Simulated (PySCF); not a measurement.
# SnO (tin(ii) oxide), step by step

We compute a structure relaxation (HF/def2-TZVPPD), then vibrational wavenumbers, then a single-point energy (NEVPT2(2,3)/STO-3G), then the vertical excitations (TDA-TPSSh/def2-QZVPP) of SnO (tin(ii) oxide). Input form: a Python script.

The calculation is run with PySCF 2.14.0.

## (1) Starting point

SnO: 2 atoms, total charge 0, spin state singlet. SMILES: `[O]=[Sn]`. All atoms were displaced at random from a relaxed shape. The run starts from this shape.

Bond lengths: O1–Sn2 1.879 Å.

## (2) A geometry optimisation at HF/def2-TZVPPD (density fitting with def2-universal-jkfit, core potential) (run 1)

The input, geometry.xyz:

```xyz
2
OSn
O     -0.133862     0.041570     0.006757
Sn    -0.025411    -0.054273     1.880074
```

The input, input.py:

```python
from pyscf import gto
from pyscf.geomopt.geometric_solver import kernel as optimise

mol = gto.M(
    atom='geometry.xyz',
    charge=0,
    verbose=4,
    spin=0,
    max_memory=1860,
    ecp={'Sn': 'def2-svp'},
    basis='def2-tzvppd',
)

calc0 = mol.RHF()
calc0 = calc0.density_fit(auxbasis='def2-universal-jkfit')
converged, mol_eq = optimise(calc0, maxsteps=100, convergence_set='GAU_TIGHT')
print('converged:', converged)
print(mol_eq.tostring())

calc0.reset(mol_eq)
mol = mol_eq
calc0.kernel()
e_tot = calc0.e_tot
print('E(%s) = %.9f' % ('HF', e_tot))
```

On the command line:

```console
$ OMP_NUM_THREADS=1 python input.py
```

Log:

```text
PySCF version 2.14.0

[INPUT] num. atoms = 2
[INPUT] num. electrons = 30
[INPUT] charge = 0
[INPUT] spin (= nelec alpha-beta = 2S) = 0
[INPUT] symmetry False subgroup None
[INPUT] Mole.unit = angstrom
[INPUT] Symbol           X                Y                Z      unit          X                Y                Z       unit  Magmom
[INPUT]  1 O     -0.133862000000   0.041570000000   0.006757000000 AA   -0.252962518487   0.078555914998   0.012768879424 Bohr   0.0
[INPUT]  2 Sn    -0.025411000000  -0.054273000000   1.880074000000 AA   -0.048019830551  -0.102561105959   3.552824953916 Bohr   0.0

nuclear repulsion = 49.5690052659635
number of shells = 32
number of NR pGTOs = 152
number of NR cGTOs = 96
basis = def2-tzvppd
ecp = {'Sn': 'def2-svp'}
Create scanner for <class 'pyscf.df.grad.rhf.Gradients'>
Create scanner for <class 'pyscf.df.df_jk.DFRHF'>

[... 18 lines left out ...]
> Convergence Criteria:
[... 14 lines left out ...]
WARN: Mole.unit (angstrom) is changed to Bohr
[... 59 lines left out ...]
Step    0 : Gradient = 6.939e-02/6.939e-02 (rms/max) Energy = -288.2143787257
[... 107 lines left out ...]
converged SCF energy = -288.220930584811
[... 105 lines left out ...]
converged SCF energy = -288.220946826454
[... 56 lines left out ...]
Converged! =D
[... 47 lines left out ...]
converged SCF energy = -288.220946826565
E(HF) = -288.220946827
```

It took 26 s on 1 thread of Intel Xeon at 2.50GHz (Skylake/Cascade Lake), shared host; peak memory 0.23 GiB.

Steps, from the record of the run:

| step | energy from the first frame kept (eV) | largest force (eV/Å) |
| --- | --- | --- |
| 0 | 0.0000 | 3.5682 |
| 1 | 0.0196 | 5.0654 |
| 2 | -0.1783 | 0.2056 |
| 3 | -0.1787 | 0.0405 |
| 4 | -0.1787 | 0.0005 |
| 5 | -0.1787 | 0.0000 |

After the run. Bond lengths: O1–Sn2 1.786 Å.

## (3) Vibrational wavenumbers at HF/def2-TZVPPD (density fitting with def2-universal-jkfit, core potential) (run 2)

The input, geometry.xyz:

```xyz
2
OSn
O      0.000000     0.000000    -0.893111
Sn     0.000000     0.000000     0.893111
```

The input, job.py:

```python
from pyscf import gto, symm
from pyscf.hessian import thermo

system = gto.Mole()
system.atom = 'geometry.xyz'
system.max_memory = 1860
system.verbose = 4
system.ecp = {'Sn': 'def2-svp'}
system.basis = 'def2-tzvppd'
system.build()

mf = system.RHF()
mf = mf.density_fit(auxbasis='def2-universal-jkfit')
mf.kernel()

e_tot = mf.e_tot
print('E(%s) = %.9f' % ('HF', e_tot))
hess = mf.Hessian().kernel()
modes = thermo.harmonic_analysis(system, hess)
thermo.dump_normal_mode(system, modes)
symm.geom.TOLERANCE = 1e-3  # for the symmetry number
th = thermo.thermo(mf, modes['freq_au'], 350, 101325)
thermo.dump_thermo(system, th)
```

On the command line:

```console
$ OMP_NUM_THREADS=1 python job.py
```

Log:

```text
PySCF version 2.14.0

[INPUT] num. atoms = 2
[INPUT] num. electrons = 30
[INPUT] charge = 0
[INPUT] spin (= nelec alpha-beta = 2S) = 0
[INPUT] symmetry False subgroup None
[INPUT] Mole.unit = angstrom
[INPUT] Symbol           X                Y                Z      unit          X                Y                Z       unit  Magmom
[INPUT]  1 O      0.000000000000   0.000000000000  -0.893111000000 AA    0.000000000000   0.000000000000  -1.687735188836 Bohr   0.0
[INPUT]  2 Sn     0.000000000000   0.000000000000   0.893111000000 AA    0.000000000000   0.000000000000   1.687735188836 Bohr   0.0

nuclear repulsion = 52.1408812129287
number of shells = 32
number of NR pGTOs = 152
number of NR cGTOs = 96
basis = def2-tzvppd
ecp = {'Sn': 'def2-svp'}

******** <class 'pyscf.df.df_jk.DFRHF'> ********
method = DFRHF
initial guess = minao
damping factor = 0
level_shift factor = 0
DIIS = <class 'pyscf.scf.diis.CDIIS'>
diis_start_cycle = 1
diis_space = 8
diis_damp = 0
SCF conv_tol = 1e-09
SCF conv_tol_grad = None
SCF max_cycles = 50
direct_scf = False
Set gradient conv threshold to 3.16228e-05
Initial guess from minao.
******** <class 'pyscf.df.df.DF'> ********
auxbasis = def2-universal-jkfit
init E= -250.572932356849
  HOMO = -0.807061772660248  LUMO = -0.49364564958977  gap/eV = 8.52849
cycle= 1 E= -287.762593392428  delta_E= -37.2  |g|=    2  |ddm|= 31.5
  HOMO = -0.198736330215206  LUMO = 0.0455367135806467  gap/eV = 6.64701
cycle= 2 E= -288.039251015145  delta_E= -0.277  |g|= 1.08  |ddm|= 4.19
  HOMO = -0.397759250469658  LUMO = 0.00760334609408913  gap/eV = 11.03048
cycle= 3 E= -288.18300694874  delta_E= -0.144  |g|= 0.452  |ddm|= 0.939
  HOMO = -0.373062336785437  LUMO = 0.00611958004521859  gap/eV = 10.31807
cycle= 4 E= -288.217480614489  delta_E= -0.0345  |g|= 0.137  |ddm|= 0.313
  HOMO = -0.384000469539117  LUMO = 0.00784733857888797  gap/eV = 10.66272
cycle= 5 E= -288.220873401749  delta_E= -0.00339  |g|= 0.0124  |ddm|= 0.139
  HOMO = -0.384405180065873  LUMO = 0.00778955266624716  gap/eV = 10.67216
cycle= 6 E= -288.220941004786  delta_E= -6.76e-05  |g|= 0.00267  |ddm|= 0.0319
  HOMO = -0.384710406698133  LUMO = 0.00771928776337497  gap/eV = 10.67856
cycle= 7 E= -288.220946193991  delta_E= -5.19e-06  |g|= 0.000813  |ddm|= 0.00993
  HOMO = -0.384641514379915  LUMO = 0.00772064424359168  gap/eV = 10.67672
cycle= 8 E= -288.220946663342  delta_E= -4.69e-07  |g|= 0.0004  |ddm|= 0.00213
  HOMO = -0.384554654071486  LUMO = 0.00772246007708555  gap/eV = 10.67440
cycle= 9 E= -288.220946804421  delta_E= -1.41e-07  |g|= 0.000119  |ddm|= 0.0012
  HOMO = -0.38451458007733  LUMO = 0.00772413454278397  gap/eV = 10.67336
cycle= 10 E= -288.22094682599  delta_E= -2.16e-08  |g|= 2.64e-05  |ddm|= 0.000547
  HOMO = -0.384507991673832  LUMO = 0.00772170374953407  gap/eV = 10.67311
cycle= 11 E= -288.220946826557  delta_E= -5.67e-10  |g|= 3.91e-06  |ddm|= 0.000102
  HOMO = -0.384507322520403  LUMO = 0.00772168097198936  gap/eV = 10.67309
Extra cycle  E= -288.220946826565  delta_E= -8.19e-12  |g|= 1.94e-06  |ddm|= 7.34e-06
converged SCF energy = -288.220946826565
E(HF) = -288.220946827
Mode                                 0
Irrep
Freq [cm^-1]                      967.1843
Reduced mass [au]                  17.8314
Force const [Dyne/A]                9.8277
Char temp [K]                    1391.5629
Normal mode                   x     y     z
       0   O                 0.00 -0.00 -0.23
       1  Sn                 0.00 -0.00  0.03
temperature 350.0000 [K]
pressure 101325.00 [Pa]
Rotational constants [GHz] inf 11.23473 11.23473
Symmetry number 1
Zero-point energy (ZPE) 0.00220 [Eh]   5785.047 [J/mol]
                           tot       elec      trans        rot        vib
Entropy [J/mol/K]       236.174      0.000    173.229     62.156      0.790
Cv [J/mol/K]             23.347      0.000     12.472      8.314      2.561
Cp [J/mol/K]             31.662      0.000     20.786      8.314      2.561
Internal energy [J/mol]                      4365.091   2910.061   6006.282
Internal energy [Eh]   -288.21589  -288.22095
Enthalpy [J/mol]                             7275.152   2910.061   6006.282
Enthalpy [Eh]          -288.21478
Gibbs free energy [J/mol]                  -53354.911 -18844.491   5729.928
Gibbs free energy [Eh] -288.24626
```

It took 36 s on 1 thread of Intel Xeon at 2.50GHz (Skylake/Cascade Lake), shared host; peak memory 0.58 GiB.

## (4) The energy at NEVPT2(2,3)/STO-3G (sfX2C) (run 3)

The input, start.xyz:

```xyz
2

O     -0.131187     0.039206     0.052958
Sn    -0.028086    -0.051909     1.833873
```

The input, input.py:

```python
# tin(ii) oxide
from pyscf import gto, scf, mcscf, mrpt

molecule = gto.M(
    atom='start.xyz',
    verbose=4,
    cart=True,
    basis='sto-3g',
    spin=0,
    charge=0,
    max_memory=1860,
)

myscf = scf.RHF(molecule)
myscf = myscf.sfx2c1e()
myscf.kernel()

cas = mcscf.CASSCF(myscf, 3, 2)
cas.fix_spin_(ss=0.0)
cas.natorb = True
cas.kernel()
e_pt2 = mrpt.NEVPT(cas).kernel()
e_final = cas.e_tot + e_pt2
print('E = %.10f Eh' % e_final)
```

On the command line:

```console
$ OMP_NUM_THREADS=1 python input.py
```

Log:

```text
PySCF version 2.14.0

[INPUT] num. atoms = 2
[INPUT] num. electrons = 58
[INPUT] charge = 0
[INPUT] spin (= nelec alpha-beta = 2S) = 0
[INPUT] symmetry False subgroup None
[INPUT] Mole.unit = angstrom
[INPUT] Cartesian GTO integrals (6d 10f)
[INPUT] Symbol           X                Y                Z      unit          X                Y                Z       unit  Magmom
[INPUT]  1 O     -0.131187000000   0.039206000000   0.052958000000 AA   -0.247907501103   0.074088602440   0.100076116105 Bohr   0.0
[INPUT]  2 Sn    -0.028086000000  -0.051909000000   1.833873000000 AA   -0.053074847935  -0.098093793400   3.465517717235 Bohr   0.0

nuclear repulsion = 118.501984866403
number of shells = 14
number of NR pGTOs = 102
number of NR cGTOs = 34
basis = sto-3g
ecp = {}

[... 41 lines left out ...]
converged SCF energy = -6142.87358905663
[... 23 lines left out ...]
sorting_mo_energy = False
[... 40 lines left out ...]
1-step CASSCF converged in  13 macro (192 JK  43 micro) steps
[... 2 lines left out ...]
Natural orbital (expansion on meta-Lowdin AOs) in CAS space
[... 10 lines left out ...]
CASSCF energy = -6142.88555742613
[... 2 lines left out ...]
******** <class 'pyscf.mrpt.nevpt2.NEVPT'> ********
NEVPT2 (1e+1e, 3o), ncore = 28, nvir = 3
root = 0
Natural occ [1.96622592 0.01688732 0.01688676]
Natural orbital (expansion on meta-Lowdin AOs) in CAS space
               #1        #2        #3
0  O 1s         -0.00498  -0.00000   0.00000
0  O 2s         -0.32775   0.00000  -0.00000
0  O 2px         0.00137  -0.09391  -0.48357
[... 30 lines of this table left out ...]
1 Sn 4dzz        0.33541  -0.00154   0.00261
<CAS-nat-orb|mo-hf>  29     26       0.78323754
<CAS-nat-orb|mo-hf>  29     29       0.61869648
<CAS-nat-orb|mo-hf>  30     30       0.98843846
<CAS-nat-orb|mo-hf>  31     31       0.98843850
Sr    (-1)',   E = -0.00000000000005
Si    (+1)',   E = -0.00044500334098
Sijrs (0)  ,   E = -0.01087345797872
Sijr  (+1) ,   E = -0.05824261721149
Srsi  (-1) ,   E = -0.00025959226643
Srs   (-2) ,   E = -0.00071463266530
Sij   (+2) ,   E = -0.06479578408893
Sir   (0)' ,   E = -0.00257203584519
Nevpt2 Energy = -0.137903123397077
E = -6143.0234605495 Eh
```

It took 6.3 s on 1 thread of Intel Xeon at 2.50GHz (Skylake/Cascade Lake), shared host; peak memory 0.13 GiB.

## (5) The excited states at TDA-TPSSh/def2-QZVPP (density fitting, core potential, spin of roots singlet) (run 4)

The input, calc.py:

```python
from pyscf import gto, dft, tdscf
from pyscf import df

system = gto.Mole()
system.atom = '''
O     -0.131187     0.039206     0.052958
Sn    -0.028086    -0.051909     1.833873
'''
system.ecp = {'Sn': 'def2-svp'}
system.spin = 0
system.verbose = 3
system.basis = 'def2-qzvpp'
system.charge = 0
system.max_memory = 1860
system.build()

calc0 = dft.RKS(system)
calc0.xc = 'tpssh'
calc0 = calc0.density_fit(auxbasis=df.aug_etb(system, beta=2.0))
calc0.kernel()

etot = calc0.e_tot
print(f'total energy: {etot:.8f} hartree')

td = calc0.TDA()
td.nstates = 3
td.kernel()
td.analyze()
roots = td.e * 27.211386
osc = td.oscillator_strength()
print('state   eV      nm      f')
for i, (w, f) in enumerate(zip(roots, osc), 1):
    print('%3d %9.4f %8.1f %9.5f' % (i, w, 1239.842 / w, f))
```

On the command line:

```console
$ OMP_NUM_THREADS=1 python calc.py
```

Log:

```text
converged SCF energy = -289.480727667651
total energy: -289.48072767 hartree
Excitation energies (eV)
[3.99211163 3.99659259 3.99659345]

** Singlet excitation energies and oscillator strengths **
state   eV      nm      f
  1    3.9921    310.6   0.00000
  2    3.9966    310.2   0.04495
  3    3.9966    310.2   0.04495
```

Wall time 1.8 min (1 thread of Intel Xeon at 2.50GHz (Skylake/Cascade Lake), shared host); peak memory 0.52 GiB.

The roots found:

| excited state | energy (eV) | strength |
| --- | --- | --- |
| 1 | 3.992 | 0.0000 |
| 2 | 3.997 | 0.0449 |
| 3 | 3.997 | 0.0449 |

## (6) Results

```
                                                                     quantity             value
                               run 1, HF/def2-TZVPPD: total energy at the end     -288.22095 Eh
                                         run 1, HF/def2-TZVPPD: dipole moment            5.09 D
                                           run 1, HF/def2-TZVPPD: HOMO energy         -10.46 eV
                                           run 1, HF/def2-TZVPPD: LUMO energy           0.21 eV
                                         run 1, HF/def2-TZVPPD: HOMO–LUMO gap          10.67 eV
                                           run 1, HF/def2-TZVPPD: bond length           1.786 Å
                                   run 2, HF/def2-TZVPPD: harmonic wavenumber          967 cm⁻¹
                                     run 2, HF/def2-TZVPPD: zero-point energy        5.8 kJ/mol
run 2, HF/def2-TZVPPD: ideal-gas entropy at 350 K (symmetry number 1 as used)  56.4 cal/(mol K)
                                      run 3, NEVPT2(2,3)/STO-3G: total energy    -6143.02346 Eh
              run 3, NEVPT2(2,3)/STO-3G: dipole moment (Hartree–Fock density)            1.76 D
               run 3, NEVPT2(2,3)/STO-3G: HOMO energy (Hartree–Fock orbitals)          -6.25 eV
               run 3, NEVPT2(2,3)/STO-3G: LUMO energy (Hartree–Fock orbitals)           5.81 eV
             run 3, NEVPT2(2,3)/STO-3G: HOMO–LUMO gap (Hartree–Fock orbitals)          12.06 eV
               run 4, TDA-TPSSh/def2-QZVPP: ground-state or mean-field energy     -289.48073 Eh
         run 4, TDA-TPSSh/def2-QZVPP: dipole moment (TPSSh Kohn–Sham density)            3.91 D
          run 4, TDA-TPSSh/def2-QZVPP: HOMO energy (TPSSh Kohn–Sham orbitals)          -6.99 eV
          run 4, TDA-TPSSh/def2-QZVPP: LUMO energy (TPSSh Kohn–Sham orbitals)          -2.57 eV
        run 4, TDA-TPSSh/def2-QZVPP: HOMO–LUMO gap (TPSSh Kohn–Sham orbitals)           4.41 eV
                run 4, TDA-TPSSh/def2-QZVPP: lowest singlet excitation energy           3.99 eV
```

In words: The optimisation (run 1, HF/def2-TZVPPD) took 5 steps and changed the energy by -0.179 eV. The one mode (run 2, HF/def2-TZVPPD) is real, so the shape is a minimum at this level. The basis (run 3, NEVPT2(2,3)/STO-3G) was contracted for non-relativistic atoms, which limits what the relativistic Hamiltonian can do in the core. The brightest of the 3 transitions from the ground state lies at 4.00 eV (310 nm, f = 0.090, degenerate roots summed); the lowest, at 3.99 eV, has f = 0.000.
